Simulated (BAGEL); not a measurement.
# BH2BrO2 (SMILES OB(O)Br): HF/6-31G(d) (density fitting with qzvpp-jkfit, spherical functions)

What is the energy change on altering one bond length of BH2BrO2 at HF/6-31G* (density fitting with qzvpp-jkfit, spherical functions)? 

The calculation is run with BAGEL 1.2.2.

5 further runs of the same task are left out: 4 that didn't finish, 1 set aside as unsound or not needed.

**1. The system as given**

BH2BrO2 has 6 atoms, charge 0, and is taken as a singlet. SMILES: `OB(O)Br`. The shape is that of a PBE0-D4/def2-TZVP optimisation. This is one conformer, not always the lowest.

Bond lengths: O1–B2 1.354 Å, B2–O3 1.347 Å, B2–Br4 1.936 Å, O1–H5 0.960 Å, O3–H6 0.962 Å. Angles: O1–B2–O3 121.5°, O1–B2–Br4 120.8°, O3–B2–Br4 117.8°, B2–O1–H5 113.7°, B2–O3–H6 112.1°.

**2. A single-point energy at HF/6-31G(d) (density fitting with qzvpp-jkfit, spherical functions)**

The input, input.json:

```json
{ "bagel" : [

{
  "title" : "molecule",
  "basis" : "6-31gs.json",
  "df_basis" : "qzvpp-jkfit",
  "angstrom" : true,
  "geometry" : [
    { "atom" : "O", "xyz" : [       0.519800,       0.855600,      -0.555500 ] },
    { "atom" : "B", "xyz" : [      -0.165400,      -0.158400,       0.024500 ] },
    { "atom" : "O", "xyz" : [       0.328800,      -0.823900,       1.085700 ] },
    { "atom" : "Br", "xyz" : [      -1.897400,      -0.698400,      -0.652400 ] },
    { "atom" : "H", "xyz" : [       0.065300,       1.251400,      -1.302300 ] },
    { "atom" : "H", "xyz" : [       1.190900,      -0.490300,       1.353800 ] }
  ]
},

{
  "title" : "hf"
},

{
  "title" : "print",
  "file" : "orbitals.molden",
  "orbitals" : true
}

]}
```

The basis set 6-31G* is read from a file made from the Basis Set Exchange's data (not shown).

The run is started by

```
$ BAGEL_NUM_THREADS=1 BAGEL input.json > input.out
```

The log of the run:

```text
* using 1 threads per process

  ===============================================================
  ===============================================================

  *** Geometry ***

  { "atom" : "O", "xyz" : [      0.982280,      1.616850,     -1.049743 ] },
  { "atom" : "B", "xyz" : [     -0.312561,     -0.299333,      0.046298 ] },
  { "atom" : "O", "xyz" : [      0.621342,     -1.556945,      2.051676 ] },
  { "atom" : "Br", "xyz" : [     -3.585566,     -1.319785,     -1.232857 ] },
  { "atom" : "H", "xyz" : [      0.123399,      2.364803,     -2.460990 ] },
  { "atom" : "H", "xyz" : [      2.250475,     -0.926533,      2.558311 ] },

  Number of auxiliary basis functions:      531

  Since a DF basis is specified, we compute 2- and 3-index integrals:
    o Being stored without compression. Storage requirement is 0.026 GB

  Number of basis functions:       78
  Number of electrons      :       58

    * METHOD: MOLECULE                             0.32

  *** RHF ***

  === Nuclear Repulsion ===
   223.8001005679

      * DIIS with orbital gradients will be used.

  === RHF iteration (6-31gs.json) ===
      0      -2747.60315397          0.02199887           0.11
      1      -2747.75209006          0.01322630           0.10
      2      -2747.81903631          0.00126452           0.10
      3      -2747.82004628          0.00027029           0.10
      4      -2747.82008166          0.00008085           0.10
      5      -2747.82008577          0.00002172           0.10
      6      -2747.82008635          0.00000711           0.10
      7      -2747.82008641          0.00000243           0.10
      8      -2747.82008641          0.00000084           0.10
      9      -2747.82008641          0.00000030           0.10
     10      -2747.82008641          0.00000007           0.10
     11      -2747.82008641          0.00000002           0.10
     12      -2747.82008641          0.00000001           0.10
    * SCF iteration converged.

    * Permanent dipole moment:
           (   -0.664395,    -0.632266,     0.190618) a.u.

    * METHOD: HF                                   1.62

    * METHOD: PRINT                                0.02

  ===============================================================
```

Wall time 2.1 s (1 thread of Arm Neoverse V1, shared host); peak memory 0.13 GiB.

**3. The distorted shape at the same level**

The input, calc.json:

```json
{ "bagel": [

{
  "title": "molecule",
  "basis": "6-31gs.json",
  "df_basis": "qzvpp-jkfit",
  "angstrom": "true",
  "geometry": [
    { "atom": "O", "xyz": [    0.622564,    1.007677,   -0.642487 ] },
    { "atom": "B", "xyz": [   -0.165400,   -0.158400,    0.024500 ] },
    { "atom": "O", "xyz": [    0.328800,   -0.823900,    1.085700 ] },
    { "atom": "Br", "xyz": [   -1.897400,   -0.698400,   -0.652400 ] },
    { "atom": "H", "xyz": [    0.168064,    1.403477,   -1.389287 ] },
    { "atom": "H", "xyz": [    1.190900,   -0.490300,    1.353800 ] }
  ]
},
{
  "title": "hf"
},
{
  "title": "print",
  "file": "orbitals.molden",
  "orbitals": "true"
}

]}
```

The basis set 6-31G* is read from a file made from the Basis Set Exchange's data (not shown).

The run is started by

```
$ BAGEL_NUM_THREADS=1 BAGEL calc.json > calc.out
```

The log of the run:

```text
* using 1 threads per process

  ===============================================================
  ===============================================================

  *** Geometry ***

  { "atom" : "O", "xyz" : [      1.176475,      1.904234,     -1.214124 ] },
  { "atom" : "B", "xyz" : [     -0.312561,     -0.299333,      0.046298 ] },
  { "atom" : "O", "xyz" : [      0.621342,     -1.556945,      2.051676 ] },
  { "atom" : "Br", "xyz" : [     -3.585566,     -1.319785,     -1.232857 ] },
  { "atom" : "H", "xyz" : [      0.317595,      2.652187,     -2.625372 ] },
  { "atom" : "H", "xyz" : [      2.250475,     -0.926533,      2.558311 ] },

  Number of auxiliary basis functions:      531

  Since a DF basis is specified, we compute 2- and 3-index integrals:
    o Being stored without compression. Storage requirement is 0.026 GB

  Number of basis functions:       78
  Number of electrons      :       58

    * METHOD: MOLECULE                             0.32

  *** RHF ***

  === Nuclear Repulsion ===
   217.2083883303

      * DIIS with orbital gradients will be used.

  === RHF iteration (6-31gs.json) ===
      0      -2747.56267464          0.02275928           0.10
      1      -2747.70859928          0.01460642           0.10
      2      -2747.79188329          0.00135723           0.10
      3      -2747.79305003          0.00040375           0.10
      4      -2747.79312665          0.00011888           0.10
      5      -2747.79313505          0.00003322           0.10
      6      -2747.79313602          0.00001516           0.10
      7      -2747.79313623          0.00000358           0.10
      8      -2747.79313624          0.00000164           0.10
      9      -2747.79313624          0.00000058           0.10
     10      -2747.79313624          0.00000017           0.10
     11      -2747.79313624          0.00000008           0.10
     12      -2747.79313624          0.00000003           0.10
     13      -2747.79313624          0.00000001           0.10
    * SCF iteration converged.

    * Permanent dipole moment:
           (   -0.453698,    -0.339920,     0.032888) a.u.

    * METHOD: HF                                   1.72

    * METHOD: PRINT                                0.02

  ===============================================================
```

Run time: 2.2 s. Hardware: 1 thread of Arm Neoverse V1, shared host; peak memory 0.13 GiB.

**4. Results**

At HF/6-31G* (density fitting with qzvpp-jkfit, spherical functions):

| quantity | value |
| --- | --- |
| first shape: total energy | -2747.82009 Eh |
| first shape: dipole moment | 2.38 D |
| first shape: HOMO energy | -11.42 eV |
| first shape: LUMO energy | 5.27 eV |
| first shape: HOMO–LUMO gap | 16.68 eV |
| distorted shape: total energy | -2747.79314 Eh |
| distorted shape: dipole moment | 1.44 D |
| distorted shape: HOMO energy | -11.58 eV |
| distorted shape: LUMO energy | 4.45 eV |
| distorted shape: HOMO–LUMO gap | 16.03 eV |
| energy change with the O1–B2 bond stretched from 1.354 to 1.557 Å | 0.733 eV |

With the O1–B2 bond stretched from 1.354 to 1.557 Å the energy rises by 0.73 eV (70.8 kJ/mol). The first shape isn't relaxed at this level, so the change isn't measured from a minimum.
